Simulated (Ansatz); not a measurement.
**C2H5O2Si radical: how energies converge with the basis set**

How large a basis does C2H5O2Si radical need? Two functionals are run in growing sets.

Program: Ansatz 0.2.0, Gaussian basis. Level of theory: one geometry, several basis sets. These are calculated values, not measurements.

Plan: PBE0-D4/def2-SVP; ωB97M-V/def2-SVP; PBE0-D4/def2-QZVPP; ωB97M-V/def2-QZVPP; the functionals' def2-TZVPP values are taken from earlier runs.

### Step 1. The relaxed structure

All runs share one geometry, relaxed beforehand with PBE0-D4 in a triple-zeta def2 set.

SMILES `CC(=O)O[SiH2]`, 10 atoms, charge 0, spin multiplicity 2.

Atoms are counted from 1 here; the program's logs count them from 0.

Bond lengths: C1–C2 1.493 Å, C1–H6 1.092 Å, C1–H7 1.092 Å, C1–H8 1.087 Å, C2–O3 1.204 Å, C2–O4 1.343 Å, O4–Si5 1.697 Å, Si5–H9 1.486 Å, Si5–H10 1.488 Å. Angles: C2–C1–H6 109.6°, C2–C1–H7 109.5°, C2–C1–H8 110.0°, H6–C1–H7 107.2°, H6–C1–H8 110.2°, H7–C1–H8 110.3°, C1–C2–O3 125.6°, C1–C2–O4 112.9°, O3–C2–O4 121.4°, C2–O4–Si5 116.3°, O4–Si5–H9 110.0°, O4–Si5–H10 102.4°, H9–Si5–H10 111.3°.

### Step 2. PBE0-D4 in def2-SVP

The input, in.yaml:

```yaml
crystal:
  periodic: [false, false, false]
  atoms:
    - {symbol: C, position_ang: [-0.448055, -1.644832, 0.323501]}
    - {symbol: C, position_ang: [-0.312446, -0.312440, -0.337379]}
    - {symbol: O, position_ang: [-0.994317, 0.094389, -1.242338]}
    - {symbol: O, position_ang: [0.678390, 0.430255, 0.181748]}
    - {symbol: Si, position_ang: [0.876284, 1.982797, -0.473601]}
    - {symbol: H, position_ang: [-0.650860, -1.506537, 1.387389]}
    - {symbol: H, position_ang: [0.494482, -2.189915, 0.243478]}
    - {symbol: H, position_ang: [-1.251525, -2.209733, -0.141737]}
    - {symbol: H, position_ang: [-0.344471, 2.796237, -0.234013]}
    - {symbol: H, position_ang: [2.035819, 2.508681, 0.295853]}
basis:
  gaussian: {orbitals: def2-SVP}
magnetization: {spin_polarized: true, initial_magnetization: 1}
hamiltonian: {xc: pbe0, dispersion: d4}
output: {orbitals: {seedname: orbitals}}
```

Command:

```console
$ ansatz run in.yaml --threads 4 --pin off --events-out ev --progress --plain --max-ram 10444MiB
```

Further steps of the session: ωB97M-V in def2-SVP; PBE0-D4 in def2-QZVPP; ωB97M-V in def2-QZVPP.

Q: Predict the results of all the runs planned. Wanted: PBE0-D4: double and triple zeta above quadruple; ωB97M-V: double and triple zeta above quadruple.

The runs gave:

```
                                       quantity           value
PBE0-D4: double and triple zeta above quadruple  10.67, 0.61 eV
ωB97M-V: double and triple zeta above quadruple  10.88, 0.58 eV
```

**Reading.** PBE0-D4 gains 10.06 eV from double to triple zeta, then 0.61 eV more. Total energies overstate the basis error of differences, where much of it tends to cancel.
